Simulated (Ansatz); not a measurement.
# C₆H₁₈BN₃: a ladder of functionals and wavefunction methods

The task here is to estimate one member of a computed series from the others.

Computed with Ansatz 0.2.0, Gaussian basis. Level: functionals in def2-TZVPP, the program's frozen cores in correlated methods.

Plan: LDA (SPW92), PBE-D4, revPBE-D4, BLYP-D4, r2SCAN-D4, B97M-V, PBE0-D4, B3LYP-D4, r2SCANh-D4, r2SCAN0-D4, HSE06-D4, BHLYP-D4, CAM-B3LYP-D4, LC-ωPBE, ωB97X-V, ωB97M-V, B2PLYP, PBE-QIDH; CCSD(T)/def2-SVP; CCSD(T)/def2-TZVPP; MP2/def2-QZVPP; extrapolation to the limit; RPA on PBE.

### The relaxed structure

The geometry comes from an earlier relaxation with PBE0-D4 in a triple-zeta def2 set; it is a stationary point, not always the lowest conformer.

SMILES `CN(C)B(N(C)C)N(C)C`, 28 atoms, charge 0, spin multiplicity 1.

Atoms are counted from 1 here; the program's logs count them from 0.

Bond lengths: C1–N2 1.437 Å, C1–H11 1.100 Å, C1–H12 1.089 Å, C1–H13 1.099 Å, N2–C3 1.437 Å, N2–B4 1.436 Å, C3–H14 1.099 Å, C3–H15 1.089 Å, C3–H16 1.100 Å, B4–N5 1.436 Å, B4–N8 1.436 Å, N5–C6 1.437 Å, N5–C7 1.437 Å, C6–H17 1.100 Å, C6–H18 1.089 Å, C6–H19 1.099 Å, C7–H20 1.089 Å, C7–H21 1.099 Å and more. Angles: N2–C1–H11 112.5°, N2–C1–H12 110.4°, N2–C1–H13 110.8°, H11–C1–H12 108.3°, H11–C1–H13 107.0°, H12–C1–H13 107.8°, C1–N2–C3 113.3°, C1–N2–B4 123.4°, C3–N2–B4 123.4°, N2–C3–H14 110.8°, N2–C3–H15 110.4°, N2–C3–H16 112.5°, H14–C3–H15 107.8°, H14–C3–H16 107.0°, H15–C3–H16 108.3°, N2–B4–N5 120.0°, N2–B4–N8 120.0°, N5–B4–N8 120.0° and more.

Set-up of the first run:

File in.yaml:

```yaml
crystal:
  periodic: [false, false, false]
  atoms:
    - {symbol: C, position_ang: [-1.155923, -0.972297, 2.031740]}
    - {symbol: N, position_ang: [-0.840561, 0.126369, 1.160478]}
    - {symbol: C, position_ang: [-1.447518, 1.364544, 1.565594]}
    - {symbol: B, position_ang: [-0.003104, -0.000479, 0.001366]}
    - {symbol: N, position_ang: [0.819649, 1.100310, -0.413772]}
    - {symbol: C, position_ang: [1.145136, 1.369731, -1.787480]}
    - {symbol: C, position_ang: [1.400430, 2.042813, 0.502719]}
    - {symbol: N, position_ang: [0.011657, -1.228248, -0.742553]}
    - {symbol: C, position_ang: [-1.134713, -2.084546, -0.877340]}
    - {symbol: C, position_ang: [1.174058, -1.723547, -1.427453]}
    - {symbol: H, position_ang: [-2.229868, -1.211189, 2.035575]}
    - {symbol: H, position_ang: [-0.608870, -1.864687, 1.729813]}
    - {symbol: H, position_ang: [-0.875359, -0.740957, 3.069039]}
    - {symbol: H, position_ang: [-2.538083, 1.255660, 1.649482]}
    - {symbol: H, position_ang: [-1.246064, 2.143642, 0.831287]}
    - {symbol: H, position_ang: [-1.083510, 1.710959, 2.544337]}
    - {symbol: H, position_ang: [2.222950, 1.280874, -1.989654]}
    - {symbol: H, position_ang: [0.616680, 0.680014, -2.444591]}
    - {symbol: H, position_ang: [0.850116, 2.391454, -2.065429]}
    - {symbol: H, position_ang: [1.192718, 1.749010, 1.530975]}
    - {symbol: H, position_ang: [2.491842, 2.085646, 0.379344]}
    - {symbol: H, position_ang: [1.020344, 3.064309, 0.352655]}
    - {symbol: H, position_ang: [-1.371457, -2.256222, -1.936929]}
    - {symbol: H, position_ang: [-0.977774, -3.072598, -0.419567]}
    - {symbol: H, position_ang: [-2.006546, -1.627012, -0.411129]}
    - {symbol: H, position_ang: [2.033178, -1.084348, -1.227133]}
    - {symbol: H, position_ang: [1.424045, -2.738721, -1.088132]}
    - {symbol: H, position_ang: [1.030045, -1.775882, -2.516940]}
basis:
  gaussian: {orbitals: def2-TZVPP}
hamiltonian: {xc: lda}
output: {orbitals: {seedname: orbitals}}
```

Run with:

```bash
$ ansatz run in.yaml --threads 4 --pin off --events-out ev --progress --plain --max-ram 46080MiB --backend cuda --devices 0, --max-vram 37GiB
```

Steps of the session up to this table: LDA; PBE-D4 (GGA); revPBE-D4 (GGA); BLYP-D4 (GGA); r2SCAN-D4 (meta-GGA); B97M-V (meta-GGA); B3LYP-D4 (hybrid); r2SCANh-D4 (hybrid); r2SCAN0-D4 (hybrid); HSE06-D4 (hybrid); BHLYP-D4 (hybrid); CAM-B3LYP-D4 (range-separated); LC-ωPBE (range-separated); ωB97X-V (range-separated); ωB97M-V (range-separated); B2PLYP (double hybrid); PBE-QIDH (double hybrid).

One table of the session follows, with a row left open; its other results are not shown here.

It belongs to the step «Orbital energies across the functionals». 

```
  functional  HOMO (eV)  LUMO (eV)  gap (eV)
 LDA (SPW92)      -4.69      -0.14      4.55
      PBE-D4      -4.57       0.07      4.65
   revPBE-D4      -4.52       0.19      4.71
     BLYP-D4      -4.46       0.09      4.55
   r2SCAN-D4      -4.79       0.70      5.48
      B97M-V      -4.98       0.13      5.11
     PBE0-D4      -5.83       0.85      6.68
    B3LYP-D4          ?          ?         ?
  r2SCANh-D4      -5.27       0.92      6.19
  r2SCAN0-D4      -5.99       1.24      7.23
    HSE06-D4      -5.43       0.48      5.91
    BHLYP-D4      -7.05       1.43      8.48
CAM-B3LYP-D4      -7.17       1.59      8.76
     LC-ωPBE      -8.46       2.88     11.34
     ωB97X-V      -8.17       2.61     10.78
     ωB97M-V      -8.11       2.18     10.29
```

**Question.** Estimate the row for B3LYP-D4.

Worked estimate for «HOMO (eV)». Against the share of exact exchange, BLYP-D4 (0, -4.46), BHLYP-D4 (0.5, -7.05) give a slope of -5.18 per unit share; at 0.2 the line stands at -5.50.

**Answer.** HOMO (eV): -5.63; LUMO (eV): 0.54; gap (eV): 6.16. In «HOMO (eV)» the line misses by +0.13.
